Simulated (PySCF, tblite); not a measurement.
# C₅H₁₁N₂Si radical: geometry, infrared bands and EPR parameters

What infrared bands and EPR parameters should C₅H₁₁N₂Si radical (`C=C[C@@H]1[CH]N[Si@@H](C)N1`) show?

Computed with tblite 0.8.0 and PySCF 2.14.0, with density-fitted response routines of our own, on a single molecule in the gas phase. Atoms count from 0, in the outputs and in this text.

### 1 Starting geometry

19 atoms, charge 0, multiplicity 2; geometry from: force field or distance geometry start.

Bonds of the start (Å): C0–C1 1.32, C1–C2 1.53, C2–C3 1.52, C3–N4 1.45, N4–Si5 1.80, Si5–C6 1.85, Si5–N7 1.80, N7–C2 1.47, C0–H8 1.09, C0–H9 1.08, C1–H10 1.08, C2–H11 1.09, C3–H12 1.10, N4–H13 1.02, Si5–H14 1.46, C6–H15 1.11, C6–H16 1.11, C6–H17 1.11, N7–H18 1.05.

### 2 Optimising the geometry with GFN2-xTB

The job: settings as JSON, then the geometry in Å.

```
{"job": {"kind": "relax", "xc": "GFN2-xTB", "basis": "xTB"}, "charge": 0, "multiplicity": 2}
C     -2.950600     0.570600    -0.662700
C     -1.680600     0.385200    -0.967700
C     -1.018000    -0.907700    -0.492600
C     -0.681100    -0.628500     0.959100
N      0.015000     0.640600     0.990700
Si     1.054500     0.451700    -0.464900
C      2.837600     0.184400    -0.048000
N      0.270500    -0.990900    -1.192200
H     -3.556000    -0.140600    -0.109000
H     -3.413100     1.491100    -0.992100
H     -1.088300     1.103600    -1.515000
H     -1.654700    -1.782400    -0.646600
H     -0.066100    -1.418500     1.420600
H      0.553300     0.813200     1.838900
H      0.933100     1.639400    -1.312800
H      3.384900     1.119400    -0.284900
H      3.049400    -0.056000     1.009900
H      3.240400    -0.629700    -0.684100
H      0.760000    -1.835700    -0.808600
```

Command:

```
> OMP_NUM_THREADS=1 python probes_run.py task.json out
```

The driver reads the jobs from task.json and runs them one after another.

**Question.** This job is followed by: GFN2-xTB harmonic vibrations, gas phase; UKS B3LYP, pcH-1 on C H N Si, non-relativistic, mean-field spin-orbit, GIAO. What will the session give for the following? strongest single infrared mode (GFN2-xTB); zero-point energy (GFN2-xTB); g(iso) (B3LYP); ⟨S²⟩; largest a(iso) (averaged by class); surface potential, 1st and 99th percentile.

**Answer**, as computed:

```
                                 quantity                  value
strongest single infrared mode (GFN2-xTB)  2119 cm⁻¹, 355 km/mol
             zero-point energy (GFN2-xTB)          94.4 kcal/mol
                           g(iso) (B3LYP)                2.00282
                                     ⟨S²⟩     0.754 (exact 0.75)
       largest a(iso) (averaged by class)   13C on C3, 112.7 MHz
    surface potential, 1st and 99th percentile     -1.09 V and 1.68 V
```

What this shows: Over 184 steps the energy fell by 1.529 eV; of the close pairs, Si5–N7 changed most, 1.796 to 1.716 Å. All 51 modes are real, so the xTB geometry is a minimum. The strongest single mode, at 2119 cm⁻¹, moves mainly H14. GFN2-xTB is a fitted tight-binding method: band positions and strengths are rough. Its intensities can rank the bands wrongly. Most of the unpaired spin sits on C3 (0.80 e). The isotropic g lies 0.5 ppt above the free-electron value.
